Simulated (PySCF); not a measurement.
# C4H6GeO: NMR shifts at several levels of theory, part 2 of 2

PySCF 2.14.0. Atoms count from 0. The steps go on from the part before.

## 9. Nuclear shieldings: wB97X-D/pcSseg-1

What the job is given:

```
{"job": {"kind": "nmr", "xc": "wB97X-D", "basis": "pcSseg-1", "pop": false}, "charge": 0, "multiplicity": 1}
C      1.944538     0.837894     0.149295
C      1.186221    -0.056473    -0.493020
C      0.991504    -1.107520    -1.475710
C     -0.052188    -0.724599    -0.751900
O     -1.321782    -0.861403    -0.474034
Ge    -2.033004     0.136203     0.887317
H      1.516464     1.480986     0.920823
H      3.005560     0.946103    -0.082462
H      1.432341    -1.739091    -2.242465
H     -3.536963    -0.058308     0.688780
H     -1.522286    -0.464566     2.202624
H     -1.566898     1.580599     0.674895
```

With the program's defaults for keys left out, this is: GIAO wB97X-D/pcSseg-1 NMR shielding, non-relativistic, gas phase.

Log:

```text
coarse grid: 48152 points
cycle   1  E = -2307.7621939328  dE =  4.456e-01  |g| = 1.039e+00  |ddm| = 3.391e+00
cycle   2  E = -2307.7382657061  dE =  2.393e-02  |g| = 1.093e+00  |ddm| = 1.220e+00
cycle   3  E = -2307.8837438810  dE = -1.455e-01  |g| = 1.463e-01  |ddm| = 6.988e-01
cycle   4  E = -2307.8871950334  dE = -3.451e-03  |g| = 6.417e-02  |ddm| = 1.411e-01
cycle   5  E = -2307.8878719237  dE = -6.769e-04  |g| = 7.313e-03  |ddm| = 5.210e-02
cycle   6  E = -2307.8878879452  dE = -1.602e-05  |g| = 3.679e-03  |ddm| = 1.533e-02
cycle   7  E = -2307.8878916884  dE = -3.743e-06  |g| = 1.216e-03  |ddm| = 5.479e-03
final grid: 101312 points
cycle   8  E = -2307.8875089089  dE = -1.552e-06  |g| = 1.268e-03  |ddm| = 4.642e-03
cycle   9  E = -2307.8875089251  dE = -1.619e-08  |g| = 1.333e-03  |ddm| = 2.223e-03
cycle  10  E = -2307.8875093192  dE = -3.941e-07  |g| = 1.249e-04  |ddm| = 1.118e-03
cycle  11  E = -2307.8875093239  dE = -4.690e-09  |g| = 6.560e-05  |ddm| = 1.993e-04
cycle  12  E = -2307.8875093253  dE = -1.424e-09  |g| = 3.371e-05  |ddm| = 1.380e-04
cycle  13  E = -2307.8875093256  dE = -2.838e-10  |g| = 5.651e-06  |ddm| = 4.437e-05
converged SCF energy = -2307.8875093256

GIAO shielding tensors (ppm)
atom      isotropic    diamagn.    paramagn.     s11        s22        s33       span
  0 C      126.114     255.382    -129.269     58.373    145.244    174.723    116.350
  1 C       54.126     262.071    -207.945    -74.395     49.707    187.068    261.463
  2 C       84.900     260.569    -175.669      0.668     79.779    174.253    173.585
  3 C       28.061     246.604    -218.543    -70.777     40.091    114.869    185.646
  4 O      230.825     401.637    -170.812     86.637    243.850    361.987    275.350
  5 Ge    1378.338    2756.200   -1377.862   1265.666   1282.950   1586.397    320.731
  6 H       27.826      32.883      -5.057     24.337     27.775     31.367      7.030
  7 H       27.884      28.328      -0.443     24.604     26.569     32.479      7.876
  8 H       25.427      33.745      -8.318     23.550     24.401     28.331      4.781
  9 H       26.197      27.318      -1.121     19.878     21.997     36.715     16.838
 10 H       26.013      28.440      -2.428     20.153     21.994     35.891     15.738
 11 H       25.920      29.145      -3.224     19.781     22.614     35.367     15.586
```

It took 19 s on 1 thread of Arm Neoverse V1, shared host; peak memory 0.85 GiB.

Key values: δ C3 156.5, C1 130.4, C2 99.6, C0 58.4, H8 5.95, H9 5.34 ppm (means over like atoms).

## 10. Shielding tensors: LC-wPBE/pcSseg-1

Settings changed since step 9:

```diff
@@ -1,2 +1,2 @@
-{"job": {"kind": "nmr", "xc": "wB97X-D", "basis": "pcSseg-1", "pop": false}, "charge": 0, "multiplicity": 1}
+{"job": {"kind": "nmr", "xc": "LC-wPBE", "basis": "pcSseg-1", "pop": false}, "charge": 0, "multiplicity": 1}
 C      1.944538     0.837894     0.149295
```

Level: GIAO LC-wPBE/pcSseg-1 NMR shielding, non-relativistic, gas phase.

Log:

```text
coarse grid: 48152 points
cycle   1  E = -2307.3416200578  dE =  5.236e-01  |g| = 1.118e+00  |ddm| = 3.378e+00
cycle   2  E = -2307.3471882714  dE = -5.568e-03  |g| = 1.094e+00  |ddm| = 1.162e+00
cycle   3  E = -2307.4755134760  dE = -1.283e-01  |g| = 1.221e-01  |ddm| = 6.255e-01
cycle   4  E = -2307.4777990222  dE = -2.286e-03  |g| = 6.382e-02  |ddm| = 1.244e-01
cycle   5  E = -2307.4784963362  dE = -6.973e-04  |g| = 8.009e-03  |ddm| = 5.269e-02
cycle   6  E = -2307.4785234228  dE = -2.709e-05  |g| = 2.871e-03  |ddm| = 2.002e-02
cycle   7  E = -2307.4785266519  dE = -3.229e-06  |g| = 1.085e-03  |ddm| = 6.359e-03
final grid: 101312 points
cycle   8  E = -2307.4785577220  dE = -5.668e-07  |g| = 9.319e-04  |ddm| = 3.561e-03
cycle   9  E = -2307.4785575862  dE =  1.359e-07  |g| = 9.164e-04  |ddm| = 1.822e-03
cycle  10  E = -2307.4785579917  dE = -4.056e-07  |g| = 1.178e-04  |ddm| = 6.333e-04
cycle  11  E = -2307.4785577623  dE =  2.294e-07  |g| = 9.106e-05  |ddm| = 4.467e-04
cycle  12  E = -2307.4785577652  dE = -2.929e-09  |g| = 1.724e-05  |ddm| = 2.366e-04
cycle  13  E = -2307.4785577653  dE = -7.094e-11  |g| = 3.849e-06  |ddm| = 2.079e-05
converged SCF energy = -2307.4785577653

GIAO shielding tensors (ppm)
atom      isotropic    diamagn.    paramagn.     s11        s22        s33       span
  0 C      127.631     254.986    -127.355     56.568    146.224    180.101    123.533
  1 C       55.109     261.577    -206.468    -78.068     49.350    194.045    272.113
  2 C       85.916     260.717    -174.802     -2.061     79.653    180.155    182.216
  3 C       28.788     246.601    -217.813    -75.132     41.160    120.335    195.466
  4 O      246.333     401.132    -154.799    104.320    257.737    376.942    272.622
  5 Ge    1377.773    2755.983   -1378.210   1263.278   1279.353   1590.688    327.410
  6 H       27.734      32.701      -4.967     24.198     27.691     31.313      7.115
  7 H       27.780      28.384      -0.604     24.438     26.405     32.496      8.058
  8 H       25.358      33.787      -8.429     23.538     24.127     28.409      4.872
  9 H       26.166      27.117      -0.951     19.806     21.885     36.808     17.002
 10 H       26.014      28.321      -2.308     20.118     21.921     36.002     15.884
 11 H       25.903      29.034      -3.132     19.702     22.541     35.464     15.761
```

Wall time 28 s (1 thread of Arm Neoverse V1, shared host); peak memory 0.86 GiB.

In short: δ C3 159.8, C1 133.5, C2 102.6, C0 60.9, H8 5.97, H9 5.30 ppm (means over like atoms).

## 11. Shielding tensors: PBE0/STO-3G

Settings changed since step 10:

```diff
@@ -1,2 +1,2 @@
-{"job": {"kind": "nmr", "xc": "LC-wPBE", "basis": "pcSseg-1", "pop": false}, "charge": 0, "multiplicity": 1}
+{"job": {"kind": "nmr", "xc": "PBE0", "basis": "STO-3G", "pop": true}, "charge": 0, "multiplicity": 1}
 C      1.944538     0.837894     0.149295
```

Level: GIAO PBE0/STO-3G NMR shielding, non-relativistic, gas phase.

Log:

```text
coarse grid: 48152 points
cycle   1  E = -2280.6643491496  dE = -1.161e+00  |g| = 6.172e-01  |ddm| = 4.738e+00
cycle   2  E = -2280.3694019455  dE =  2.949e-01  |g| = 1.250e+00  |ddm| = 2.340e+00
cycle   3  E = -2280.7964485823  dE = -4.270e-01  |g| = 1.501e-01  |ddm| = 1.570e+00
cycle   4  E = -2280.8024111038  dE = -5.963e-03  |g| = 6.980e-02  |ddm| = 2.931e-01
cycle   5  E = -2280.8037929946  dE = -1.382e-03  |g| = 1.882e-02  |ddm| = 1.063e-01
cycle   6  E = -2280.8039007867  dE = -1.078e-04  |g| = 3.826e-03  |ddm| = 2.787e-02
cycle   7  E = -2280.8039050927  dE = -4.306e-06  |g| = 8.422e-04  |ddm| = 5.496e-03
final grid: 101312 points
cycle   8  E = -2280.8039107875  dE =  7.588e-08  |g| = 9.768e-04  |ddm| = 2.337e-03
cycle   9  E = -2280.8039105329  dE =  2.546e-07  |g| = 1.330e-03  |ddm| = 2.919e-03
cycle  10  E = -2280.8039110766  dE = -5.437e-07  |g| = 1.337e-04  |ddm| = 1.760e-03
cycle  11  E = -2280.8039110823  dE = -5.734e-09  |g| = 1.896e-05  |ddm| = 1.935e-04
cycle  12  E = -2280.8039110824  dE = -9.550e-11  |g| = 7.093e-06  |ddm| = 3.260e-05
converged SCF energy = -2280.8039110824

GIAO shielding tensors (ppm)
atom      isotropic    diamagn.    paramagn.     s11        s22        s33       span
  0 C      169.010     255.125     -86.115    108.200    179.668    219.163    110.963
  1 C      134.270     262.078    -127.808     57.501    100.311    244.999    187.498
  2 C      144.261     268.414    -124.152     91.388    121.811    219.586    128.198
  3 C      115.493     261.311    -145.817     52.618    116.873    176.988    124.369
  4 O      348.146     372.397     -24.251    149.080    422.096    473.263    324.183
  5 Ge    2044.998    2730.894    -685.895   1912.234   1921.294   2301.467    389.233
  6 H       29.655      33.988      -4.333     26.228     29.559     33.178      6.950
  7 H       29.480      30.376      -0.897     26.163     27.966     34.310      8.147
  8 H       26.942      31.354      -4.411     24.455     25.708     30.665      6.210
  9 H       29.568      29.906      -0.338     23.799     25.507     39.398     15.599
 10 H       29.759      31.569      -1.811     24.462     25.974     38.839     14.378
 11 H       29.660      32.461      -2.800     24.061     26.731     38.189     14.128
```

It took 4.6 s on 1 thread of Arm Neoverse V1, shared host; peak memory 0.47 GiB.

In short: δ C3 119.2, C1 100.4, C2 90.4, C0 65.7, H8 5.66, H7 3.13 ppm.

## 12. Shielding tensors: PBE0/6-31G

Settings changed since step 11:

```diff
@@ -1,2 +1,2 @@
-{"job": {"kind": "nmr", "xc": "PBE0", "basis": "STO-3G", "pop": true}, "charge": 0, "multiplicity": 1}
+{"job": {"kind": "nmr", "xc": "PBE0", "basis": "6-31G", "pop": true}, "charge": 0, "multiplicity": 1}
 C      1.944538     0.837894     0.149295
```

With the program's defaults for keys left out, this is: GIAO PBE0/6-31G NMR shielding, non-relativistic, gas phase.

Log:

```text
coarse grid: 48152 points
cycle   1  E = -2307.0830194856  dE =  4.878e-01  |g| = 6.247e-01  |ddm| = 3.566e+00
cycle   2  E = -2306.9460881958  dE =  1.369e-01  |g| = 1.042e+00  |ddm| = 1.945e+00
cycle   3  E = -2307.1679447176  dE = -2.219e-01  |g| = 1.604e-01  |ddm| = 1.313e+00
cycle   4  E = -2307.1741772668  dE = -6.233e-03  |g| = 5.046e-02  |ddm| = 2.560e-01
cycle   5  E = -2307.1747425909  dE = -5.653e-04  |g| = 1.785e-02  |ddm| = 6.932e-02
cycle   6  E = -2307.1748295291  dE = -8.694e-05  |g| = 3.453e-03  |ddm| = 2.516e-02
cycle   7  E = -2307.1748322488  dE = -2.720e-06  |g| = 8.541e-04  |ddm| = 4.327e-03
final grid: 101312 points
cycle   8  E = -2307.1748367004  dE =  1.015e-07  |g| = 1.095e-03  |ddm| = 1.941e-03
cycle   9  E = -2307.1748364032  dE =  2.972e-07  |g| = 1.545e-03  |ddm| = 2.508e-03
cycle  10  E = -2307.1748369977  dE = -5.945e-07  |g| = 1.754e-04  |ddm| = 1.573e-03
cycle  11  E = -2307.1748370053  dE = -7.556e-09  |g| = 2.678e-05  |ddm| = 2.467e-04
cycle  12  E = -2307.1748370055  dE = -1.792e-10  |g| = 7.020e-06  |ddm| = 3.634e-05
converged SCF energy = -2307.1748370055

GIAO shielding tensors (ppm)
atom      isotropic    diamagn.    paramagn.     s11        s22        s33       span
  0 C      141.062     262.337    -121.274     80.008    153.107    190.072    110.064
  1 C       81.448     255.732    -174.284    -29.895     75.477    198.762    228.657
  2 C      105.080     267.651    -162.571     28.537    101.828    184.875    156.339
  3 C       57.855     257.226    -199.371    -31.917     66.985    138.496    170.413
  4 O      230.698     393.972    -163.274     83.349    250.577    358.167    274.818
  5 Ge    1687.795    2750.474   -1062.679   1574.686   1617.881   1870.818    296.132
  6 H       29.095      34.237      -5.142     25.702     29.207     32.376      6.674
  7 H       29.090      29.505      -0.415     25.883     27.867     33.520      7.637
  8 H       26.468      30.020      -3.553     23.775     25.966     29.662      5.888
  9 H       26.882      28.602      -1.720     20.408     22.949     37.288     16.880
 10 H       26.845      29.131      -2.286     20.683     23.170     36.682     15.999
 11 H       26.820      29.734      -2.914     20.547     23.850     36.064     15.517
```

It took 9.6 s on 1 thread of Arm Neoverse V1, shared host; peak memory 0.49 GiB.

In short: δ C3 141.7, C1 118.1, C2 94.5, C0 58.5, H8 6.14, H9 5.76 ppm (means over like atoms).

## 13. Run by run: NMR shifts

Shifts (ppm) of some atoms, chosen among heavy atoms and hydrogens apart, means over like atoms, with basis size and wall time:

| run | C3 | C1 | C2 | H9 | H6 | O4 | Ge5 | functions | time |
| --- | --- | --- | --- | --- | --- | --- | --- | --- | --- |
| PBE0/pcSseg-1 | 155.0 | 128.5 | 99.3 | 5.40 | 3.57 | 111.3 | -51 | 156 | 14 s |
| mPW1PW91/pcSseg-1 | 154.9 | 128.6 | 99.2 | 5.37 | 3.56 | 110.8 | -50 | 156 | 15 s |
| WP04/pcSseg-1 | 153.3 | 128.7 | 99.0 | 4.78 | 3.37 | 112.1 | -72 | 156 | 16 s |
| B97-2/pcSseg-1 | 151.4 | 125.5 | 96.5 | 5.33 | 3.52 | 110.1 | -56 | 156 | 14 s |
| BHandHLYP/pcSseg-1 | 156.0 | 130.9 | 99.0 | 5.20 | 3.49 | 96.9 | -62 | 156 | 14 s |
| CAM-B3LYP/pcSseg-1 | 158.8 | 132.5 | 100.0 | 5.36 | 3.51 | 107.5 | -55 | 156 | 21 s |
| wB97X-D/pcSseg-1 | 156.5 | 130.4 | 99.6 | 5.34 | 3.55 | 102.4 | -48 | 156 | 19 s |
| LC-wPBE/pcSseg-1 | 159.8 | 133.5 | 102.6 | 5.30 | 3.59 | 92.4 | -38 | 156 | 28 s |
| PBE0/STO-3G | 119.2 | 100.4 | 90.4 | 2.94 | 2.95 | -6.4 | 7 | 49 | 4.6 s |
| PBE0/6-31G | 141.7 | 118.1 | 94.5 | 5.76 | 3.52 | 87.8 | 8 | 84 | 9.6 s |

## 14. Results

This closing draws on all 2 parts.

| quantity | value |
| --- | --- |
| point group | C1 |
| rotational constants (main isotopes) | 5.35, 1.28, 1.05 GHz |
| 13C shifts against TMS (PBE0/pcSseg-1) | 155.0, 128.5, 99.3, 58.1 ppm |
| 1H shifts against TMS (PBE0/pcSseg-1, means over atoms taken as alike) | 5.98, 5.40, 3.57, 3.51 ppm |
| 17O shifts against H2O (PBE0/pcSseg-1) | 111.3 ppm |
| 73Ge shifts against GeMe4 (PBE0/pcSseg-1) | -51 ppm |
| range of the shift of O4 | -6.4 to 112.1 ppm |
| property runs in this session | 10, of which 0 failed and 1 gave unsound results |

In words: Single values in the summary come from the first run of each kind that ended normally (PBE0/pcSseg-1), which need not be the best level. Over 7 steps the energy fell by 0.213 eV; of the close pairs, C3–O4 changed most, 1.350 to 1.307 Å. The most deshielded hydrogen is H8 (hydrogen on a β carbon of an enol-ether or enamine type C=C), at 5.98 ppm: olefinic region. At PBE0/pcSseg-1: Shielding is most anisotropic at Ge5 (span 318 ppm, paramagnetic term -1375 ppm). In ppm, O4 moves most: its shift spreads over 118.6 ppm, from -6.4 (PBE0/STO-3G) to 112.1 (WP04/pcSseg-1). A minimal basis is unusable for shieldings, so that end is no result. Spin-orbit coupling is left out, which matters for shieldings and couplings at and beside the heavy atoms.
